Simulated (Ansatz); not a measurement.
# C₆H₁₆O₄Zr: small, medium and large basis sets

One table from this session's results is given with a row withheld; the runs are named, their logs left out.

Program: Ansatz 0.2.0, Gaussian basis. Level of theory: one geometry, several basis sets. These are calculated values, not measurements.

Levels to be run: PBE0-D4/def2-SVP; ωB97M-V/def2-SVP; PBE0-D4/def2-QZVPP; ωB97M-V/def2-QZVPP; the functionals' def2-TZVPP values are taken from earlier runs.

## Structure used throughout

All runs share one geometry, relaxed beforehand with PBE0-D4 in a triple-zeta def2 set. Zr takes the def2 core potential; no spin-orbit term is included.

SMILES `CC(C)[O][Zr]([OH])([OH])[O]C(C)C`, 27 atoms, charge 0, spin multiplicity 1.

Atoms are counted from 1 here; the program's logs count them from 0.

Bond lengths: C1–C2 1.517 Å, C1–H12 1.093 Å, C1–H13 1.092 Å, C1–H14 1.093 Å, C2–C3 1.517 Å, C2–O4 1.396 Å, C2–H15 1.100 Å, C3–H16 1.094 Å, C3–H17 1.092 Å, C3–H18 1.093 Å, O4–Zr5 1.922 Å, Zr5–O6 1.936 Å, Zr5–O7 1.935 Å, Zr5–O8 1.922 Å, O6–H19 0.951 Å, O7–H20 0.951 Å, O8–C9 1.396 Å, C9–C10 1.517 Å and more. Angles: C2–C1–H12 110.9°, C2–C1–H13 110.5°, C2–C1–H14 110.1°, H12–C1–H13 108.5°, H12–C1–H14 108.5°, H13–C1–H14 108.3°, C1–C2–C3 112.2°, C1–C2–O4 109.9°, C1–C2–H15 108.6°, C3–C2–O4 109.9°, C3–C2–H15 108.5°, O4–C2–H15 107.7°, C2–C3–H16 110.1°, C2–C3–H17 110.5°, C2–C3–H18 110.9°, H16–C3–H17 108.3°, H16–C3–H18 108.4°, H17–C3–H18 108.5° and more.

The first run:

The input, in.yaml:

```yaml
crystal:
  periodic: [false, false, false]
  atoms:
    - {symbol: C, position_ang: [-3.485802, -0.268377, -1.291433]}
    - {symbol: C, position_ang: [-2.135279, -0.954759, -1.211336]}
    - {symbol: C, position_ang: [-2.006746, -1.822030, 0.026998]}
    - {symbol: O, position_ang: [-1.115816, -0.000686, -1.230773]}
    - {symbol: Zr, position_ang: [0.194191, 1.387231, -1.000149]}
    - {symbol: O, position_ang: [-0.708295, 3.078076, -0.728457]}
    - {symbol: O, position_ang: [1.341474, 1.470416, -2.556737]}
    - {symbol: O, position_ang: [1.252685, 0.958664, 0.546353]}
    - {symbol: C, position_ang: [2.069299, 0.465359, 1.566091]}
    - {symbol: C, position_ang: [1.617895, -0.928601, 1.960189]}
    - {symbol: C, position_ang: [3.520243, 0.493155, 1.124025]}
    - {symbol: H, position_ang: [-4.294523, -1.002592, -1.325795]}
    - {symbol: H, position_ang: [-3.545273, 0.354592, -2.185900]}
    - {symbol: H, position_ang: [-3.635254, 0.371466, -0.417435]}
    - {symbol: H, position_ang: [-2.013216, -1.592666, -2.099006]}
    - {symbol: H, position_ang: [-2.132180, -1.213583, 0.927073]}
    - {symbol: H, position_ang: [-1.022047, -2.291779, 0.065083]}
    - {symbol: H, position_ang: [-2.766184, -2.607771, 0.033014]}
    - {symbol: H, position_ang: [-1.028489, 3.922390, -0.430607]}
    - {symbol: H, position_ang: [1.772452, 1.398293, -3.401176]}
    - {symbol: H, position_ang: [1.955269, 1.128651, 2.435949]}
    - {symbol: H, position_ang: [2.213639, -1.310281, 2.793007]}
    - {symbol: H, position_ang: [0.568274, -0.920836, 2.260071]}
    - {symbol: H, position_ang: [1.728423, -1.612945, 1.114357]}
    - {symbol: H, position_ang: [3.813202, 1.505187, 0.838392]}
    - {symbol: H, position_ang: [4.178949, 0.155262, 1.927903]}
    - {symbol: H, position_ang: [3.663121, -0.161846, 0.260278]}
basis:
  gaussian: {orbitals: def2-SVP}
hamiltonian: {xc: pbe0, dispersion: d4}
output: {orbitals: {seedname: orbitals}}
```

Started as:

```sh
$ ansatz run in.yaml --threads 11 --pin off --events-out ev --progress --plain --max-ram 174080MiB --backend cpu
```

Steps of the session up to this table: PBE0-D4 in def2-SVP; ωB97M-V in def2-SVP; PBE0-D4 in def2-QZVPP; ωB97M-V in def2-QZVPP.

One of the session's tables, all rows but one given; the rest of the session is left out.

It belongs to the step «Density functionals: the series». 

| functional | basis | HOMO (eV) | LUMO (eV) |
| --- | --- | --- | --- |
| PBE0-D4 | def2-SVP | -7.48 | 0.38 |
| PBE0-D4 | def2-TZVPP | -7.59 | 0.09 |
| PBE0-D4 | def2-QZVPP | -7.62 | -0.03 |
| ωB97M-V | def2-SVP | -9.82 | 1.39 |
| ωB97M-V | def2-TZVPP | -9.94 | 0.97 |
| ωB97M-V | def2-QZVPP | ? | ? |

**Question.** Estimate the row for ωB97M-V, def2-QZVPP.

The run gave: HOMO (eV): -9.97; LUMO (eV): 0.71. In the column «HOMO (eV)» it is the lowest.
